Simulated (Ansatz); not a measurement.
# Be16H: the cost of one run

Method: DFT PBE, plane waves, PAW, scalar-relativistic, no spin polarisation, in Ansatz 0.2.0.

## (1) Starting point

The cell holds 17 atoms (Be16H): a = 4.580 Å, b = 3.966 Å, c = 7.177 Å, α = 90.00°, β = 90.00°, γ = 90.00°.

The coordinates stand in the first input below.

## (2) End point A

input.yaml reads:

```yaml
crystal:
  lattice:
    - [-2.29, -3.966396, 0.0]
    - [3.435, -1.983198, 0.0]
    - [0.0, 0.0, 7.17686]
  atoms:
    - { symbol: Be, position: [0.75, 0.5, 0.0] }
    - { symbol: Be, position: [0.5, 0.3333333, 0.25] }
    - { symbol: Be, position: [0.75, 0.5, 0.5] }
    - { symbol: Be, position: [0.5, 0.3333333, 0.75] }
    - { symbol: Be, position: [0.5, 0.0, 0.0] }
    - { symbol: Be, position: [0.25, 0.8333333, 0.25] }
    - { symbol: Be, position: [0.5, 0.0, 0.5] }
    - { symbol: Be, position: [0.25, 0.8333333, 0.75] }
    - { symbol: Be, position: [0.25, 0.5, 0.0] }
    - { symbol: Be, position: [0.0, 0.3333333, 0.25] }
    - { symbol: Be, position: [0.25, 0.5, 0.5] }
    - { symbol: Be, position: [0.0, 0.3333333, 0.75] }
    - { symbol: Be, position: [0.0, 0.0, 0.0] }
    - { symbol: Be, position: [0.75, 0.8333333, 0.25] }
    - { symbol: Be, position: [0.0, 0.0, 0.5] }
    - { symbol: Be, position: [0.75, 0.8333333, 0.75] }
    - { symbol: H, position: [0.2582954, 0.1614348, 0.3822926] }
basis:
  ecutwfc: 420.0
kpoints:
  mp_grid: { grid: [4, 4, 3] }
hamiltonian:
  xc: pbe
scf:
  occupations: { method: gaussian, width: 0.05 }
  lower_state_search: "off"
relax:
  f_tol: 0.03
  max_steps: 60
  adjacent_minimum: "off"
```

On the command line:

```sh
$ ansatz run input.yaml --threads 1 --pin off --max-ram 3072MiB --backend cpu --events-out ev --progress --plain --runs-dir out
```

**Question.** How long does this run take on 1 thread of Arm Neoverse V1, shared host, and how much memory does it need?

About 31 s, with a peak of 0.36 GiB.
